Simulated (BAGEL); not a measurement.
# GaHBrO (SMILES [OH][Ga][Br]) at UHF/6-31G(d) (density fitting with qzvpp-jkfit, spherical functions)

What is the vertical ionisation energy of GaHBrO at UHF/6-31G* (density fitting with qzvpp-jkfit, spherical functions)? 

The calculation is run with BAGEL 1.2.2.

1 further run of the same task is left out (set aside as unsound or not needed). Runs told in other sessions of the task aren't counted.

## 1. The structure to begin with

GaHBrO: 4 atoms, total charge 0, spin state doublet. SMILES: `[OH][Ga][Br]`. The coordinates come from a PBE0-D4/def2-TZVP relaxation.

Bond lengths: O1–Ga2 1.795 Å, Ga2–Br3 2.313 Å, O1–H4 0.961 Å. Angles: O1–Ga2–Br3 116.0°, Ga2–O1–H4 114.2°.

## 2. The energy at UHF/6-31G(d) (density fitting with qzvpp-jkfit, spherical functions)

calc.json

```json
{ "bagel" : [

{
  "title" : "molecule",
  "basis" : "6-31gs.json",
  "df_basis" : "qzvpp-jkfit",
  "angstrom" : true,
  "geometry" : [
    { "atom" : "O", "xyz" : [   -0.945400,    0.045500,   -0.527800 ] },
    { "atom" : "Ga", "xyz" : [    0.607600,    0.441600,    0.280200 ] },
    { "atom" : "Br", "xyz" : [    1.823300,   -1.358700,    1.075700 ] },
    { "atom" : "H", "xyz" : [   -1.429900,    0.811300,   -0.848400 ] }
  ]
},
{ "title" : "uhf", "charge" : 0, "nopen" : 1 },
{ "title" : "print", "file" : "orbitals.molden", "orbitals" : true }

]}
```

The basis set 6-31G* is read from a file made from the Basis Set Exchange's data (not shown).

On the command line:

```
$ BAGEL_NUM_THREADS=1 BAGEL calc.json > calc.out
```

The program printed:

```text
* using 1 threads per process

  ===============================================================
  ===============================================================

  *** Geometry ***

  { "atom" : "O", "xyz" : [     -1.786547,      0.085983,     -0.997397 ] },
  { "atom" : "Ga", "xyz" : [      1.148198,      0.834503,      0.529501 ] },
  { "atom" : "Br", "xyz" : [      3.445538,     -2.567571,      2.032778 ] },
  { "atom" : "H", "xyz" : [     -2.702119,      1.533135,     -1.603244 ] },

  Number of auxiliary basis functions:      627

  Since a DF basis is specified, we compute 2- and 3-index integrals:
    o Being stored without compression. Storage requirement is 0.032 GB

  Number of basis functions:       80
  Number of electrons      :       75

    * METHOD: MOLECULE                             0.52

  *** Open-shell HF ***

  === Nuclear Repulsion ===
   379.3200777306

      * DIIS with orbital gradients will be used.

  === UHF iteration (6-31gs.json) ===
      0      -4570.34168625          0.03961781           0.36
      1      -4570.43943783          0.03353511           0.35
      2      -4570.49921588          0.02545626           0.35
      3      -4570.57169134          0.00121665           0.34
      4      -4570.57272147          0.00059326           0.34
      5      -4570.57298796          0.00022108           0.35
      6      -4570.57306243          0.00007976           0.37
      7      -4570.57307232          0.00003368           0.36
      8      -4570.57307590          0.00001430           0.36
      9      -4570.57307691          0.00000771           0.35
     10      -4570.57307721          0.00000390           0.36
     11      -4570.57307728          0.00000158           0.35
     12      -4570.57307728          0.00000048           0.35
     13      -4570.57307728          0.00000028           0.35
     14      -4570.57307728          0.00000015           0.36
     15      -4570.57307728          0.00000009           0.36
     16      -4570.57307728          0.00000005           0.35
     17      -4570.57307728          0.00000003           0.35
     18      -4570.57307728          0.00000002           0.35
     19      -4570.57307728          0.00000001           0.35
     20      -4570.57307728          0.00000001           0.35
    * SCF iteration converged.

    * S^2 (UHF) is 0.7590

    * Permanent dipole moment:
           (    0.208889,    -1.377842,     0.219108) a.u.

    * METHOD: UHF                                  7.84

    * METHOD: PRINT                                0.02

  ===============================================================
```

Wall time 8.7 s (1 thread of Arm Neoverse V1, shared host); peak memory 0.16 GiB.

## 3. The singlet cation, same level

job.json

```json
{ "bagel": [

{
  "title": "molecule",
  "basis": "6-31gs.json",
  "df_basis": "qzvpp-jkfit",
  "angstrom": true,
  "geometry": [
    { "atom": "O", "xyz": [   -0.945400,    0.045500,   -0.527800 ] },
    { "atom": "Ga", "xyz": [    0.607600,    0.441600,    0.280200 ] },
    { "atom": "Br", "xyz": [    1.823300,   -1.358700,    1.075700 ] },
    { "atom": "H", "xyz": [   -1.429900,    0.811300,   -0.848400 ] }
  ]
},
{
  "title": "hf",
  "charge": 1
},
{
  "title": "print",
  "file": "orbitals.molden",
  "orbitals": true
}

]}
```

The basis set 6-31G* is read from a file made from the Basis Set Exchange's data (not shown).

On the command line:

```
$ BAGEL_NUM_THREADS=1 BAGEL job.json > job.out
```

The program printed:

```text
* using 1 threads per process

  ===============================================================
  ===============================================================

  *** Geometry ***

  { "atom" : "O", "xyz" : [     -1.786547,      0.085983,     -0.997397 ] },
  { "atom" : "Ga", "xyz" : [      1.148198,      0.834503,      0.529501 ] },
  { "atom" : "Br", "xyz" : [      3.445538,     -2.567571,      2.032778 ] },
  { "atom" : "H", "xyz" : [     -2.702119,      1.533135,     -1.603244 ] },

  Number of auxiliary basis functions:      627

  Since a DF basis is specified, we compute 2- and 3-index integrals:
    o Being stored without compression. Storage requirement is 0.032 GB

  Number of basis functions:       80
  Number of electrons      :       75

    * METHOD: MOLECULE                             0.52

  *** RHF ***

  === Nuclear Repulsion ===
   379.3200777306

      * DIIS with orbital gradients will be used.

  === RHF iteration (6-31gs.json) ===
      0      -4570.02505214          0.02067718           0.18
      1      -4570.08914970          0.01957690           0.17
      2      -4570.25085103          0.00143397           0.17
      3      -4570.25244025          0.00060947           0.17
      4      -4570.25274979          0.00019300           0.17
      5      -4570.25280311          0.00007346           0.18
      6      -4570.25281759          0.00003868           0.17
      7      -4570.25282388          0.00001890           0.17
      8      -4570.25282530          0.00000837           0.17
      9      -4570.25282549          0.00000433           0.17
     10      -4570.25282553          0.00000185           0.18
     11      -4570.25282553          0.00000071           0.17
     12      -4570.25282553          0.00000036           0.17
     13      -4570.25282553          0.00000017           0.17
     14      -4570.25282553          0.00000008           0.17
     15      -4570.25282553          0.00000005           0.17
     16      -4570.25282553          0.00000003           0.17
     17      -4570.25282553          0.00000001           0.17
    * SCF iteration converged.

    * Permanent dipole moment:
           (    0.428119,    -2.634811,     0.434550) a.u.

    * METHOD: HF                                   3.54

    * METHOD: PRINT                                0.02

  ===============================================================
```

It took 4.2 s on 1 thread of Arm Neoverse V1, shared host; peak memory 0.16 GiB.

## 4. Outcome

Level: UHF/6-31G* (density fitting with qzvpp-jkfit, spherical functions).

```
                                          quantity           value
                      doublet GaHBrO: total energy  -4570.57308 Eh
                     doublet GaHBrO: dipole moment          3.59 D
                              doublet GaHBrO: ⟨S²⟩           0.759
                      singlet cation: total energy  -4570.25283 Eh
                       singlet cation: HOMO energy       -17.23 eV
                       singlet cation: LUMO energy        -7.98 eV
                     singlet cation: HOMO–LUMO gap         9.25 eV
vertical ionisation energy (to the singlet cation)        8.714 eV
```

What this shows: Removing an electron at fixed nuclei costs 8.71 eV (841 kJ/mol).
